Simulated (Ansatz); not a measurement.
# C2H5Cl3OSi: shape, modes and thermochemistry

What shape does C2H5Cl3OSi take? The plan is to relax it, then compute its harmonic vibrations to see whether it is a minimum and to get the zero-point energy and entropy, and look at its orbitals and charge.

Method: RKS PBE0-D4/def2-TZVP; program: Ansatz 0.2.0, Gaussian basis.

Levels to be run: relaxation at PBE-D4/def2-SVP; relaxation at PBE0-D4/def2-TZVP; harmonic vibrations at the same level; a single point in def2-TZVPP for the fields.

## Step 1: The system as given

12 atoms, charge 0, spin multiplicity 1.

Atoms are counted from 1 here; the program's logs count them from 0.

Bond lengths: C1–C2 1.523 Å, C1–H8 1.056 Å, C1–H9 1.175 Å, C1–H10 1.088 Å, C2–O3 1.408 Å, C2–H11 1.089 Å, C2–H12 1.096 Å, O3–Si4 1.600 Å, Si4–Cl5 2.063 Å, Si4–Cl6 1.973 Å, Si4–Cl7 2.056 Å. Angles: C2–C1–H8 115.8°, C2–C1–H9 108.9°, C2–C1–H10 111.0°, H8–C1–H9 107.8°, H8–C1–H10 107.8°, H9–C1–H10 105.0°, C1–C2–O3 107.0°, C1–C2–H11 111.1°, C1–C2–H12 107.2°, O3–C2–H11 110.8°, O3–C2–H12 111.1°, H11–C2–H12 109.5°, C2–O3–Si4 124.1°, O3–Si4–Cl5 110.4°, O3–Si4–Cl6 113.8°, O3–Si4–Cl7 108.4°, Cl5–Si4–Cl6 109.2°, Cl5–Si4–Cl7 106.1° and more.

The start is a force-field geometry with small random shifts, so a cheaper pass at PBE-D4/def2-SVP comes first.

## Step 2: Relaxation at PBE-D4/def2-SVP (cheap first pass)

in.yaml reads:

```yaml
crystal:
  periodic: [false, false, false]
  atoms:
    - {symbol: C, position_ang: [0.611000, 1.620500, 0.881300]}
    - {symbol: C, position_ang: [-0.315800, 0.527600, 0.364700]}
    - {symbol: O, position_ang: [0.485100, -0.392000, -0.339300]}
    - {symbol: Si, position_ang: [-0.066300, -1.739900, -1.002200]}
    - {symbol: Cl, position_ang: [-1.013800, -2.901200, 0.415500]}
    - {symbol: Cl, position_ang: [1.326000, -2.813600, -1.897400]}
    - {symbol: Cl, position_ang: [-1.503000, -1.242000, -2.386300]}
    - {symbol: H, position_ang: [1.381500, 1.300900, 1.529600]}
    - {symbol: H, position_ang: [-0.029200, 2.422900, 1.452800]}
    - {symbol: H, position_ang: [1.071900, 2.162400, 0.058500]}
    - {symbol: H, position_ang: [-1.088800, 0.941200, -0.281600]}
    - {symbol: H, position_ang: [-0.781800, 0.058200, 1.238500]}
basis:
  gaussian: {orbitals: def2-SVP}
hamiltonian: {xc: pbe, dispersion: d4}
relax: {f_tol: 0.03, max_steps: 200}
```

On the command line:

```
$ ansatz run in.yaml --threads 4 --pin off --events-out ev --progress --plain --max-ram 11315MiB
```

The program printed, cut to the lines that bear on the results:

```text
Functional definition: PBE
  name "PBE"
  cite "Perdew, Burke & Ernzerhof, Phys. Rev. Lett. 77, 3865 (1996) doi:10.1103/PhysRevLett.77.3865"
  parent pbe
[...]
1530 factors; their error is unknown
[...]
mean field -49611.17670735 eV, -1823.1771163316 hartree, gradient 2.6e-5 eV, S^2 0.000000; 0 other end points of the search recorded, 0 dependent functions left out
[...]
reference -49611.17674302 eV, -1823.1771176426 hartree; 45, 45 occupied and 94, 94 virtual orbitals, 1530 factors
relax step   1: F+E_penalty+E_count = -49611.57997347 eV  Δ(F+E_penalty+E_count) = +0.000e0 eV  max|allowed force component| = 2.795e0 eV/Å  Δτ_max = 0.0000 Å  (29 SCF iters, accepted)
[...]
relax step   4: F+E_penalty+E_count = -49611.89559964 eV  Δ(F+E_penalty+E_count) = -4.948e-3 eV  max|allowed force component| = 8.752e-2 eV/Å  Δτ_max = 0.0455 Å  (30 SCF iters, accepted)
[...]
relax step   5: F+E_penalty+E_count = -49611.89658479 eV  Δ(F+E_penalty+E_count) = -9.852e-4 eV  max|allowed force component| = 1.751e-2 eV/Å  Δτ_max = 0.0149 Å  (31 SCF iters, accepted)
1530 factors; their error is unknown
[...]
mean field -49611.49938009 eV, -1823.1889743362 hartree, gradient 1.3e-5 eV, S^2 0.000000; 1 other end points of the search recorded, 0 dependent functions left out
[...]
reference -49611.49941620 eV, -1823.1889756633 hartree; 45, 45 occupied and 94, 94 virtual orbitals, 1530 factors
Total energy: -49611.89662090 eV, -1823.2035726668 hartree
Atom 0 at     0.609712     1.670669     0.881242 Å, force    -0.006675    -0.000273     0.001138 eV/Å
Atom 1 at    -0.310234     0.566026     0.400164 Å, force     0.013879    -0.013972    -0.009803 eV/Å
Atom 2 at     0.467639    -0.404990    -0.320876 Å, force    -0.011120     0.017508     0.012023 eV/Å
Atom 3 at    -0.141632    -1.768533    -1.013741 Å, force     0.005706    -0.009575    -0.006394 eV/Å
Atom 4 at    -1.032606    -2.974725     0.402599 Å, force    -0.001880    -0.001869     0.001917 eV/Å
Atom 5 at     1.430502    -2.747790    -1.882661 Å, force     0.001692    -0.004383    -0.002818 eV/Å
Atom 6 at    -1.557448    -1.297950    -2.438059 Å, force    -0.002447     0.001201    -0.001081 eV/Å
Atom 7 at     1.394104     1.263722     1.549742 Å, force     0.000067     0.004104    -0.003677 eV/Å
Atom 8 at     0.031446     2.432292     1.441747 Å, force     0.003212     0.002019     0.000760 eV/Å
Atom 9 at     1.106279     2.167821     0.024518 Å, force     0.002517    -0.001196     0.004420 eV/Å
Atom 10 at    -1.103802     0.970612    -0.267728 Å, force    -0.003134     0.004484     0.000077 eV/Å
Atom 11 at    -0.817161     0.067846     1.257153 Å, force    -0.001817     0.001952     0.003439 eV/Å
Dipole moment:    -0.084641     0.338377     0.216142 e Å
```

Wall time 13 s (4 threads of Arm Neoverse V1, shared host).

The steps of the relaxation:

| step | energy from step 1 (eV) | largest force component (eV/Å) |
| --- | --- | --- |
| 1 | 0.0000 | 2.7948 |
| 2 | -0.2800 | 0.7509 |
| 3 | -0.3107 | 0.3316 |
| 4 | -0.3156 | 0.0875 |
| 5 | -0.3166 | 0.0175 |

Close pairs (by a distance rule), those that changed most:

| bond | before (Å) | after (Å) | change (Å) |
| --- | --- | --- | --- |
| Si4–Cl6 | 1.973 | 2.046 | +0.073 |
| C1–H9 | 1.175 | 1.108 | -0.066 |
| C1–H8 | 1.056 | 1.108 | +0.052 |
| O3–Si4 | 1.600 | 1.646 | +0.046 |
| C2–O3 | 1.408 | 1.438 | +0.030 |
| C2–H11 | 1.089 | 1.113 | +0.024 |
| C1–H10 | 1.088 | 1.108 | +0.020 |
| C2–H12 | 1.096 | 1.113 | +0.017 |

## Step 3: Optimising with PBE0-D4/def2-TZVP

in.yaml reads:

```yaml
crystal:
  periodic: [false, false, false]
  atoms:
    - {symbol: C, position_ang: [0.609712, 1.670669, 0.881242]}
    - {symbol: C, position_ang: [-0.310234, 0.566026, 0.400164]}
    - {symbol: O, position_ang: [0.467639, -0.404990, -0.320876]}
    - {symbol: Si, position_ang: [-0.141632, -1.768533, -1.013741]}
    - {symbol: Cl, position_ang: [-1.032606, -2.974725, 0.402599]}
    - {symbol: Cl, position_ang: [1.430502, -2.747790, -1.882661]}
    - {symbol: Cl, position_ang: [-1.557448, -1.297950, -2.438059]}
    - {symbol: H, position_ang: [1.394104, 1.263722, 1.549742]}
    - {symbol: H, position_ang: [0.031446, 2.432292, 1.441747]}
    - {symbol: H, position_ang: [1.106279, 2.167821, 0.024518]}
    - {symbol: H, position_ang: [-1.103802, 0.970612, -0.267728]}
    - {symbol: H, position_ang: [-0.817161, 0.067846, 1.257153]}
basis:
  gaussian: {orbitals: def2-TZVP}
hamiltonian: {xc: pbe0, dispersion: d4}
relax: {f_tol: 0.005, max_steps: 150}
```

The command is unchanged.

The program printed, cut to the lines that bear on the results:

```text
Functional definition: PBE0
  name "PBE0"
  cite "Adamo & Barone, J. Chem. Phys. 110, 6158 (1999) doi:10.1063/1.478522"
  cite "Perdew, Burke & Ernzerhof, Phys. Rev. Lett. 77, 3865 (1996) doi:10.1103/PhysRevLett.77.3865"
  parent pbe
[...]
1803 factors; their error is unknown
[...]
mean field -49636.55283307 eV, -1824.1096717514 hartree, gradient 3.3e-5 eV, S^2 0.000000; 0 other end points of the search recorded, 0 dependent functions left out
[...]
reference -49636.55286934 eV, -1824.1096730841 hartree; 45, 45 occupied and 226, 226 virtual orbitals, 1803 factors
relax step   1: F+E_penalty+E_count = -49636.89495872 eV  Δ(F+E_penalty+E_count) = +0.000e0 eV  max|allowed force component| = 7.633e-1 eV/Å  Δτ_max = 0.0000 Å  (29 SCF iters, accepted)
[...]
Atom 2 at     0.437603    -0.409012    -0.316440 Å, force    -0.000053    -0.000168    -0.000046 eV/Å
Atom 3 at    -0.137365    -1.744982    -1.000082 Å, force     0.000275    -0.000106    -0.000080 eV/Å
Atom 4 at    -1.014518    -2.952205     0.381446 Å, force    -0.000058    -0.000036    -0.000096 eV/Å
Atom 5 at     1.419464    -2.702866    -1.855791 Å, force    -0.000293     0.000298     0.000203 eV/Å
Atom 6 at    -1.532850    -1.300286    -2.410845 Å, force    -0.000078    -0.000071     0.000069 eV/Å
Atom 7 at     1.379294     1.243928     1.527173 Å, force     0.000217     0.000070     0.000024 eV/Å
Atom 8 at     0.047696     2.408972     1.423058 Å, force    -0.000083     0.000001    -0.000018 eV/Å
Atom 9 at     1.097859     2.134276     0.021977 Å, force     0.000226     0.000047    -0.000025 eV/Å
Atom 10 at    -1.095683     0.970319    -0.256916 Å, force     0.000321    -0.000169    -0.000149 eV/Å
Atom 11 at    -0.814278     0.079675     1.249082 Å, force     0.000299    -0.000149    -0.000206 eV/Å
Dipole moment:    -0.076557     0.369644     0.233011 e Å
```

Wall time 89 s (4 threads of Arm Neoverse V1, shared host); peak memory 1.1 GiB.

Along the way:

| step | energy from step 1 (eV) | largest force component (eV/Å) |
| --- | --- | --- |
| 1 | 0.0000 | 0.7633 |
| 2 | -0.0714 | 0.5818 |
| 3 | -0.0808 | 0.1694 |
| 4 | -0.0817 | 0.0541 |
| 5 | -0.0822 | 0.0240 |
| 6 | -0.0822 | 0.0192 |
| 7 | -0.0823 | 0.0051 |
| 8 | -0.0823 | 0.0009 |

Distances of close pairs at the start and the end, largest changes first:

| bond | before (Å) | after (Å) | change (Å) |
| --- | --- | --- | --- |
| O3–Si4 | 1.646 | 1.607 | -0.039 |
| Si4–Cl5 | 2.063 | 2.034 | -0.029 |
| Si4–Cl7 | 2.063 | 2.034 | -0.029 |
| Si4–Cl6 | 2.046 | 2.018 | -0.028 |
| C2–H12 | 1.113 | 1.095 | -0.018 |
| C2–H11 | 1.113 | 1.095 | -0.018 |
| C1–H8 | 1.108 | 1.091 | -0.017 |
| C1–H10 | 1.108 | 1.091 | -0.017 |

Mulliken charges of the relaxed molecule (report file):

| atom | value (e) |
| --- | --- |
| C1 | -0.34 |
| C2 | -0.07 |
| O3 | -0.28 |
| Si4 | 0.65 |
| Cl5 | -0.20 |
| Cl6 | -0.17 |
| Cl7 | -0.20 |
| H8 | 0.13 |
| H9 | 0.12 |
| H10 | 0.13 |
| H11 | 0.11 |
| H12 | 0.11 |

## Step 4: Force constants and modes

in.yaml reads:

```yaml
crystal:
  periodic: [false, false, false]
  atoms:
    - {symbol: C, position_ang: [0.609295, 1.652364, 0.870504]}
    - {symbol: C, position_ang: [-0.319718, 0.564818, 0.400933]}
    - {symbol: O, position_ang: [0.437603, -0.409012, -0.316440]}
    - {symbol: Si, position_ang: [-0.137365, -1.744982, -1.000082]}
    - {symbol: Cl, position_ang: [-1.014518, -2.952205, 0.381446]}
    - {symbol: Cl, position_ang: [1.419464, -2.702866, -1.855791]}
    - {symbol: Cl, position_ang: [-1.532850, -1.300286, -2.410845]}
    - {symbol: H, position_ang: [1.379294, 1.243928, 1.527173]}
    - {symbol: H, position_ang: [0.047696, 2.408972, 1.423058]}
    - {symbol: H, position_ang: [1.097859, 2.134276, 0.021977]}
    - {symbol: H, position_ang: [-1.095683, 0.970319, -0.256916]}
    - {symbol: H, position_ang: [-0.814278, 0.079675, 1.249082]}
basis:
  gaussian: {orbitals: def2-TZVP}
hamiltonian: {xc: pbe0, dispersion: d4}
phonons: {temperatures: {t_min: 298.15, t_max: 900, t_step: 200}}
```

The command is unchanged.

The program printed, cut to the lines that bear on the results:

```text
Functional definition: PBE0
  name "PBE0"
  cite "Adamo & Barone, J. Chem. Phys. 110, 6158 (1999) doi:10.1063/1.478522"
  cite "Perdew, Burke & Ernzerhof, Phys. Rev. Lett. 77, 3865 (1996) doi:10.1103/PhysRevLett.77.3865"
  parent pbe
[...]
1803 factors; their error is unknown
[...]
mean field -49636.63161286 eV, -1824.1125668555 hartree, gradient 2.9e-5 eV, S^2 0.000000; 0 other end points of the search recorded, 0 dependent functions left out
[...]
reference -49636.63164876 eV, -1824.1125681747 hartree; 45, 45 occupied and 226, 226 virtual orbitals, 1803 factors
[...]
1803 factors; their error is unknown
mean field -49636.63145492 eV, -1824.1125610511 hartree, gradient 1.6e-6 eV, S^2 0.000000; 0 other end points of the search recorded, 0 dependent functions left out
[...]
reference -49636.63149081 eV, -1824.1125623702 hartree; 45, 45 occupied and 226, 226 virtual orbitals, 1803 factors
[...]
Atom 5 at     1.419464    -2.702866    -1.855791 Å, force    -0.000310     0.000315     0.000217 eV/Å
Atom 6 at    -1.532850    -1.300286    -2.410845 Å, force    -0.000077    -0.000072     0.000054 eV/Å
Atom 7 at     1.379294     1.243928     1.527173 Å, force     0.000217     0.000074     0.000024 eV/Å
Atom 8 at     0.047696     2.408972     1.423058 Å, force    -0.000099     0.000019    -0.000003 eV/Å
Atom 9 at     1.097859     2.134276     0.021977 Å, force     0.000222     0.000044    -0.000012 eV/Å
Atom 10 at    -1.095683     0.970319    -0.256916 Å, force     0.000324    -0.000191    -0.000153 eV/Å
Atom 11 at    -0.814278     0.079675     1.249082 Å, force     0.000295    -0.000168    -0.000216 eV/Å
Dipole moment:    -0.076558     0.369644     0.233012 e Å
Vibrations: 26.82 60.49 86.42 163.36 165.09 204.82 247.45 295.99 299.68 360.08 485.54 606.63 635.62 799.51 813.50 1002.56 1126.49 1149.91 1177.15 1317.05 1394.58 1423.68 1474.81 1491.53 1513.86 3038.26 3060.15 3079.45 3139.59 3146.10 cm⁻¹, zero-point energy 2.094476 eV
```

It took 9.7 min on 4 threads of Arm Neoverse V1, shared host; peak memory 1.1 GiB.

Motions are named by where the mode's potential energy lies. Wavenumbers, unscaled:

| mode | cm⁻¹ | motion |
| --- | --- | --- |
| 1 | 27 | torsion |
| 2 | 60 | torsion |
| 3 | 86 | bend |
| 4 | 163 | bend |
| 5 | 165 | bend |
| 6 | 205 | bend |
| 7 | 247 | torsion |
| 8 | 296 | bend |
| 9 | 300 | bend with torsion |
| 10 | 360 | bend with Si–Cl stretch |
| 11 | 486 | Si–Cl stretch with bend |
| 12 | 607 | Si–Cl stretch |
| 13 | 636 | Si–Cl stretch |
| 14 | 800 | Si–O and C–O stretch |
| 15 | 813 | bend with wag or twist |
| 16 | 1003 | C–C and Si–O stretch |
| 17 | 1126 | bend with C–C stretch |
| 18 | 1150 | C–O and Si–O stretch |
| 19 | 1177 | bend |
| 20 | 1317 | bend |
| 21 | 1395 | bend |
| 22 | 1424 | bend |
| 23 | 1475 | bend |
| 24 | 1492 | bend |
| 25 | 1514 | bend |
| 26 | 3038 | C–H stretch |
| 27 | 3060 | C–H stretch |
| 28 | 3079 | C–H stretch |
| 29 | 3140 | C–H stretch |
| 30 | 3146 | C–H stretch |

From these modes and the moments of inertia (298.15 K, 1 bar, symmetry number 1):

| term | value |
| --- | --- |
| zero-point energy | 202.1 kJ/mol |
| H(298) − E | 229.7 kJ/mol |
| entropy, translation | 173.6 J/(mol K) |
| entropy, rotation | 126.8 J/(mol K) |
| entropy, vibration | 122.7 J/(mol K) |
| entropy, total | 423.1 J/(mol K) |

## Step 5: Fields at the relaxed geometry

in.yaml, as its differences from that of step 4:

```diff
@@ -16,4 +16,4 @@
 basis:
-  gaussian: {orbitals: def2-TZVP}
+  gaussian: {orbitals: def2-TZVPP}
 hamiltonian: {xc: pbe0, dispersion: d4}
-phonons: {temperatures: {t_min: 298.15, t_max: 900, t_step: 200}}
+output: {orbitals: {seedname: orbitals}}
```

Launched as before.

The program printed:

```text
Functional definition: PBE0
  name "PBE0"
  cite "Adamo & Barone, J. Chem. Phys. 110, 6158 (1999) doi:10.1063/1.478522"
  cite "Perdew, Burke & Ernzerhof, Phys. Rev. Lett. 77, 3865 (1996) doi:10.1103/PhysRevLett.77.3865"
  parent pbe
  parameter a = 0.25
  parameter kappa = 0.804
  parameter beta = 0.06672455060314922
  exchange = (1 - a)*pbe_x(kappa = kappa, mu = beta*pi^2/3) + a*exact_x
  correlation = pbe_c(beta = beta)
2072 factors; their error is unknown
mean field evaluation 1: about -49629.1237 eV, gradient 6.1e1 eV
mean field evaluation 2: about -49621.0820 eV, gradient 8.8e1 eV
mean field evaluation 4: about -49636.5470 eV, gradient 3.9e0 eV
mean field evaluation 8: about -49636.5770 eV, gradient 1.1e-1 eV
mean field evaluation 16: about -49636.6818 eV, gradient 2.0e-4 eV
mean field -49636.68177891 eV, -1824.1144104237 hartree, gradient 4.8e-5 eV, S^2 0.000000; 0 other end points of the search recorded, 0 dependent functions left out
reference -49636.68181556 eV, -1824.1144117706 hartree; 45, 45 occupied and 286, 286 virtual orbitals, 2072 factors
Total energy: -49637.02748113 eV, -1824.1271147458 hartree
```

Wall time 13 s (4 threads of Arm Neoverse V1, shared host); peak memory 1.4 GiB.

The fields below are evaluated on a grid from the run's orbitals.

Frontier orbitals at PBE0-D4/def2-TZVPP, with the share of their density that lies nearest to each atom:

| orbital | energy (eV) | lies on |
| --- | --- | --- |
| HOMO-1 | -9.22 | Cl5, Cl6, Cl7 about 32 % each |
| HOMO | -8.93 | O3 45 %; Cl5, Cl7 about 11 % each; H11, H12 about 10 % each |
| LUMO | 0.16 | Si4 34 %; Cl5, Cl6, Cl7 about 20 % each |

ELF in a plane through or near 6 of the atoms.

Ten even steps from '0' (0.00) to '9' (1.00):
```
0000000000000000000000000000
0000000000000000000000000000
0000000000000000000000000000
0000000000000000000000000000
0000000000000000000000000000
0000000000000000000000000000
0000047510024310000000000000
0000499950146630001110000000
0002799984531431111221000000
0002799996962366522111000000
0000157724784765728702100000
0000002453531744731156542100
0000001366410688414787876300
0000000133100464005823687400
0000000000000010017846687300
0000000000000000027887875200
0000000000000000025777642000
0000000000000000002343210000
0000000000000000000000000000
0000000000000000000000000000
```
The map spans 11.2 Å across and 9.1 Å up, centred on the molecule. Atoms in the plane (x, y in Å): C1 (-1.9, -0.3), C2 (-0.6, 0.4), O3 (0.4, -0.5), Si4 (2.0, -0.2), Cl6 (3.0, -1.9), H9 (-2.8, 0.4).

On the surface of density 0.002 e/bohr³ the electrostatic potential runs, from the 1st to the 99th percentile, from -0.63 V near O3 to 1.00 V near H11.

## Step 6: Results

| quantity | value |
| --- | --- |
| point group | Cs |
| steps | 5 + 8 |
| shift from the start (rms) | 0.070 Å |
| total energy | -49636.9773 eV |
| dispersion term | -346 meV |
| dipole moment | 2.13 D |
| lowest, highest wavenumber | 27, 3146 cm⁻¹ |
| zero-point energy | 202.1 kJ/mol |
| entropy at 298.15 K | 423.1 J/(mol K) |
| HOMO, LUMO | -8.93, 0.16 eV |

In words: The atoms moved 0.07 Å (rms) from the start; the bond that changed most is C1–H9, from 1.175 to 1.092 Å. All wavenumbers are real, so the end point is a minimum. The stiffest mode, 3146 cm⁻¹, is a C–H stretch, and 5 modes under 200 cm⁻¹ make the vibrational entropy uncertain. Harmonic hybrid wavenumbers usually lie a few per cent above measured fundamentals. The largest Mulliken charge, +0.65 e, sits on Si4. The HOMO lies mostly on O3 45 %; Cl5, Cl7 about 11 % each and the LUMO on Si4 34 %; Cl5, Cl6, Cl7 about 20 % each.
